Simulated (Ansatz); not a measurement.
# Ta3S4Br: the cost of one run

Program: Ansatz 0.2.0. Level of theory: DFT PBE, scalar-relativistic, plane waves, PAW. These are calculated values, not measurements.

1 further run of the same task is left out (it didn't finish).

## (1) The starting structure

Symmetry: Pm-3m, No. 221, cubic system. The conventional cell has a = 5.263 Å, b = 5.263 Å, c = 5.263 Å, α = 90.00°, β = 90.00°, γ = 90.00°. Ta (site symmetry 4/mmm) is surrounded by 6 S at 2.63 Å. Around S (site symmetry 4/mmm) lie 4 Ta at 2.63 Å and 2 Br at 2.63 Å. S (site symmetry m-3m) is surrounded by 6 Ta at 2.63 Å. Br (site symmetry m-3m) is surrounded by 6 S at 2.63 Å.

Coordinates:

```cif
data_structure
_symmetry_space_group_name_H-M 'Pm-3m'
_symmetry_Int_Tables_number 221
_cell_length_a 5.2634
_cell_length_b 5.2634
_cell_length_c 5.2634
_cell_angle_alpha 90.000
_cell_angle_beta 90.000
_cell_angle_gamma 90.000
_cell_volume 145.81
loop_
_atom_site_label
_atom_site_type_symbol
_atom_site_symmetry_multiplicity
_atom_site_Wyckoff_symbol
_atom_site_fract_x
_atom_site_fract_y
_atom_site_fract_z
_atom_site_occupancy
Ta1 Ta 3 c 0.00000 0.50000 0.50000 1
S1 S 3 d 0.50000 0.00000 0.00000 1
S2 S 1 b 0.50000 0.50000 0.50000 1
Br1 Br 1 a 0.00000 0.00000 0.00000 1
```

A structure generator made this guess: species swapped into a database cell of Mg3MnO4 (Pm-3m, No. 221), with Ta on the Mg sites, Br on the Mn sites and S on the O sites. Lengths come from tabulated atomic sizes and are only a guess.

## (2) Probe: one point on a coarse mesh

Contents of input.yaml:

```yaml
crystal:
  lattice:
    - [5.26337432, 0.0, 0.0]
    - [0.0, 5.26337432, 0.0]
    - [0.0, 0.0, 5.26337432]
  atoms:
    - { symbol: Ta, position: [0.0, 0.5, 0.5] }
    - { symbol: Ta, position: [0.5, 0.0, 0.5] }
    - { symbol: Ta, position: [0.5, 0.5, 0.0] }
    - { symbol: S, position: [0.5, 0.0, 0.0] }
    - { symbol: S, position: [0.5, 0.5, 0.5] }
    - { symbol: S, position: [0.0, 0.0, 0.5] }
    - { symbol: S, position: [0.0, 0.5, 0.0] }
    - { symbol: Br, position: [0.0, 0.0, 0.0] }
basis:
  ecutwfc: 420
kpoints:
  mp_grid: { grid: [4, 4, 4] }
hamiltonian:
  xc: pbe
scf:
  occupations: { method: gaussian, width: 0.1 }
  lower_state_search: "off"
output:
  forces: true
  stress: true
  eigenvalues: true
```

Launch:

```sh
> ansatz run input.yaml --threads 1 --pin off --max-ram 2048MiB --backend cpu --events-out ev --progress --plain --runs-dir out
```

**Question.** How long does this run take on 1 thread of AMD EPYC 9R45 (Zen 5), shared host, and how much memory does it need?

About 1.6 s, with a peak of 0.43 GiB.
